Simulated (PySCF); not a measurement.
N2BH5, in a box:

```
N B H
1.0
    13.00000    0.00000    0.00000
     0.00000   13.00000    0.00000
     0.00000    0.00000   12.00000
N B H
2 1 5
Direct
  0.41670 0.55363 0.45826
  0.55663 0.44888 0.54014
  0.50633 0.54364 0.52340
  0.38163 0.49509 0.41890
  0.38186 0.62166 0.44721
  0.54137 0.61918 0.56652
  0.62037 0.44315 0.58676
  0.53331 0.38157 0.50765
```

Program: PySCF 2.14.0. Alike in all runs: task atomic charges; potentials or basis cc-pvdz (all-electron); no spin polarisation; cell as given; k mesh 1 × 1 × 1; smearing fixed.

**Question.** Order these runs on this cell by their band gap on the k mesh, lowest first.
A. level PBEsol+D3(BJ); three-body dispersion term no
B. level SCAN0; exxdiv ewald
C. level M06-L+D4; three-body dispersion term yes

**Answer.** A (6.33 eV), C (7.37 eV), B (9.47 eV).

Caveats: this is a molecule in a periodic box at the Γ point, so its band gap is the HOMO-LUMO gap; the basis of atomic orbitals isn't converged, which shifts pressures, moduli and gaps.

Runs at the PBE level aren't shown here.
